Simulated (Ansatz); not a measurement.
I need a relaxation of cell and ions of BaRhO3, space group Pm-3m. Use Ansatz's Python interface. Settings: r2SCAN, PAW, cutoff 626 eV, 6×6×6 k-points, cold smearing of 0.05 eV.

```xyz
5
Lattice="4.0945 0.0000 0.0000 0.0000 4.0945 0.0000 0.0000 0.0000 4.0945" Properties=species:S:1:pos:R:3 pbc="T T T"
Ba    0.0000    0.0000    0.0000
Rh    2.0472    2.0472    2.0472
O     2.0472    0.0000    2.0472
O     0.0000    2.0472    2.0472
O     2.0472    2.0472    0.0000
```

Script `vcrelax.py`:
```python
"""Cell relaxation of BaRhO3."""

import ansatz as az
from ase import Atoms
from ase.io import write
from ase.neighborlist import neighbor_list
import numpy as np

def edges_and_angles(cell):
    cell = np.asarray(cell)
    a, b, c = np.linalg.norm(cell, axis=1)
    cosines = cell[1] @ cell[2] / (b * c), cell[0] @ cell[2] / (a * c), cell[0] @ cell[1] / (a * b)
    return (a, b, c, *np.degrees(np.arccos(cosines)))

structure = (
    az.Lattice.of((4.094455, 0.0, 0.0), (0.0, 4.094455, 0.0), (0.0, 0.0, 4.094455))
    .atom("Ba", (0.0, 0.0, 0.0))
    .atom("Rh", (0.5, 0.5, 0.5))
    .atom("O", (0.5, 0.0, 0.5))
    .atom("O", (0.0, 0.5, 0.5))
    .atom("O", (0.5, 0.5, 0.0))
)

# a pressure is positive in compression
job = structure.calculation()
job = job.functional(az.Functional.R2SCAN)
job = job.kpoints(mesh=(6, 6, 6))
job = job.occupations("cold", width=0.05)
job = job.basis(23 * az.Ha)
job = job.relax(force_tolerance=0.05, pressure=2)
steps = []


def follow(event):
    if event["event"] != "relax_step":
        return
    row = event["data"]
    steps.append(row)
    print(f"step {row['step']:3d}  E = {row['lagrangian_ev']:.5f} eV  largest force component = {row['allowed_force_max_ev_ang']:.4f} eV/A  P = {row['pressure_gpa']:.3f} GPa")


outcome = job.session().plan(threads=1).execute(on_event=follow)
r = outcome.report

first, last = steps[0], steps[-1]
symbols = [site.symbol for site in outcome.lattice.sites]
print(f"energy gained {first['lagrangian_ev'] - last['lagrangian_ev']:.4f} eV in {len(steps) - 1} steps")
for label, vectors in (("before", first["cell_ang"]), ("after", outcome.lattice.cell_ang)):
    print(label, "a b c (A) {:.4f} {:.4f} {:.4f}  angles {:.2f} {:.2f} {:.2f}".format(*edges_and_angles(vectors)), f" V = {abs(np.linalg.det(vectors)):.3f} A^3")
print("final stress xx yy zz (GPa, compression positive):", np.round(np.diag(r["stress_gpa"]), 3) + 0.0)

print("atom   start x y z (A)              end x y z (A)")
for symbol, a, b in zip(symbols, first["positions_ang"], last["positions_ang"]):
    print(f"{symbol:3s}", " ".join(f"{v:8.4f}" for v in a), "  ", " ".join(f"{v:8.4f}" for v in b))

relaxed = Atoms(symbols, positions=[site.position_ang for site in outcome.lattice.sites], cell=outcome.lattice.cell_ang, pbc=True)
write("relaxed.extxyz", relaxed, format="extxyz")

final = Atoms(symbols, positions=last["positions_ang"], cell=outcome.lattice.cell_ang, pbc=True)
i, j, d = neighbor_list("ijd", final, 4.5)
print("neighbours within 1.15 times the shortest distance of each atom (A)")
for atom in range(len(final)):
    near = [m for m in np.argsort(d) if i[m] == atom]
    shell = [m for m in near if d[m] < 1.15 * d[near[0]]]
    print(f"{symbols[atom]}{atom} ({len(shell)}):", ", ".join(f"{symbols[j[m]]} {d[m]:.3f}" for m in shell))

n_atoms = len(r["lattice"]["sites"])
print("F =", round(r["free_energy_ev"], 4), "eV for", n_atoms, "atoms")
print("E(sigma -> 0) =", round(r["energy_sigma0_ev"], 4), "eV, TS =", round(r["entropy_ts_ev"], 5), "eV")
print("closed by", r["closed_by"], "after", r["n_iterations"], "iterations")
```

```console
$ python vcrelax.py
step   1  E = -14086.31839 eV  largest force component = 0.0000 eV/A  P = -9.281 GPa
step   2  E = -14086.42912 eV  largest force component = 0.0000 eV/A  P = 4.370 GPa
step   3  E = -14086.44600 eV  largest force component = 0.0000 eV/A  P = 1.664 GPa
step   4  E = -14086.44473 eV  largest force component = 0.0000 eV/A  P = 1.993 GPa
step   5  E = -14086.44303 eV  largest force component = 0.0000 eV/A  P = 1.972 GPa
energy gained 0.1246 eV in 4 steps
before a b c (A) 4.0945 4.0945 4.0945  angles 90.00 90.00 90.00  V = 68.642 A^3
after a b c (A) 3.9944 3.9944 3.9944  angles 90.00 90.00 90.00  V = 63.734 A^3
final stress xx yy zz (GPa, compression positive): [1.972 1.972 1.972]
atom   start x y z (A)              end x y z (A)
Ba    0.0000   0.0000   0.0000      0.0000  -0.0000  -0.0000
Rh    2.0472   2.0472   2.0472      1.9972   1.9972   1.9972
O     2.0472   0.0000   2.0472      1.9972   0.0000   1.9972
O     0.0000   2.0472   2.0472     -0.0000   1.9972   1.9972
O     2.0472   2.0472   0.0000      1.9972   1.9972  -0.0000
neighbours within 1.15 times the shortest distance of each atom (A)
Ba0 (12): O 2.825, O 2.825, O 2.825, O 2.825, O 2.825, O 2.825, O 2.825, O 2.825, O 2.825, O 2.825, O 2.825, O 2.825
Rh1 (6): O 1.997, O 1.997, O 1.997, O 1.997, O 1.997, O 1.997
O2 (2): Rh 1.997, Rh 1.997
O3 (2): Rh 1.997, Rh 1.997
O4 (2): Rh 1.997, Rh 1.997
F = -14086.443 eV for 5 atoms
E(sigma -> 0) = -14086.4435 eV, TS = -0.00142 eV
closed by deck_thresholds after 7 iterations
```

`relaxed.extxyz`, as written:
```text
5
Lattice="3.994447813302618 3.2098832406453945e-35 -8.9876730738071e-34 -4.81482486096809e-34 3.994447813302618 0.0 0.0 0.0 3.994447813302618" Properties=species:S:1:pos:R:3 pbc="T T T"
Ba       0.00000000      -0.00000000      -0.00000000
Rh       1.99722391       1.99722391       1.99722391
O        1.99722391       0.00000000       1.99722391
O       -0.00000000       1.99722391       1.99722391
O        1.99722391       1.99722391      -0.00000000
```

What to keep in mind:
- Absolute energies stand on the zero of these potentials, so only differences at equal settings mean something. A total without «per atom» is that of the cell as typed.
- The cell holds an odd number of electrons and is run without spin, so a magnetic state may lie lower.
- Forces vanish by symmetry, so the ions can't move, and the end may be a saddle.
- The negative TS is no error: cold and Methfessel-Paxton smearing have a generalised entropy.
- Part of the cell is held or a pressure is applied, so the end point needn't be the zero-pressure lattice.
- At a fixed pressure a relaxation lowers the enthalpy F + PV, while F alone can rise.
- For a metal this k-point mesh is coarse: on a finer one energies can move by several to tens of meV an atom and pressures by half a GPa or more, differences at one mesh by less.
- Energies along a relaxation are free energies. Rows at an unchanged volume are solved on a plane-wave basis chosen afresh for that cell, so the energy jumps there and such rows are no steps of the walk.
- Symmetry holds the cell in this phase, whether or not it is the stable one at this pressure.
- This cell is a computed structure, which may not be the phase found in nature.
- Run time: 36 s on 1 thread of Arm Neoverse V2, on a shared host, peak memory 0.73 GiB.

(A comment or docstring line of the script was reworded after the run, the code is as it ran; lines on the test bed's own set-up are left out of the output.)
